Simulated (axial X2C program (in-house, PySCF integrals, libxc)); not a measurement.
**As₂⁺: EOM-IP-CCSD levels**

Aim: EOM-IP-CCSD levels of As₂⁺, with spin–orbit coupling in the Hamiltonian from the start.

Method: two-component X2C with atomic mean-field terms, As dyall-cv3z; program: an in-house X2C program for linear molecules on PySCF integrals.

All values are calculated.

## (1) Set-up

task.json reads:

```json
{"zs": [33, 33], "q": 1, "bas": ["dyall-cv3z", "dyall-cv3z"], "r0": 2.42, "eom": "ip", "rq": 0, "thr": -2.0, "nmax": 95, "grid": [1, 0.96, 1.045, 0.92, 1.09, 1.15]}
```

Keys: zs atomic numbers; q charge; bas basis sets; r0 starting distance in Å; eom kind of EOM run; thr threshold in hartree for freezing inner shells (an s shell follows its p shell); nmax most natural virtual spinors; grid distances as factors.

Command:

```
$ python soeom.py task.json out
```

The runs that follow: EOM-IP-CCSD at 2.085 Å.

**Question.** What will these runs give? Wanted: next root; T1 of the reference.

As calculated:

```
              quantity                            value
lowest root at 2.085 Å                Ω = 3/2, 9.808 eV
             next root  Ω = 1/2, about 1340 cm⁻¹ higher
   T1 of the reference                            0.017
```

What this shows: The first ionisation of As₂ costs 9.81 eV and empties a spinor of 94% As pπ. Errors of 0.1 to 0.3 eV are usual at this size, and roots led by higher excitations are left out, so the list is incomplete, and low states of that kind can be missing. g and u states are not told apart.
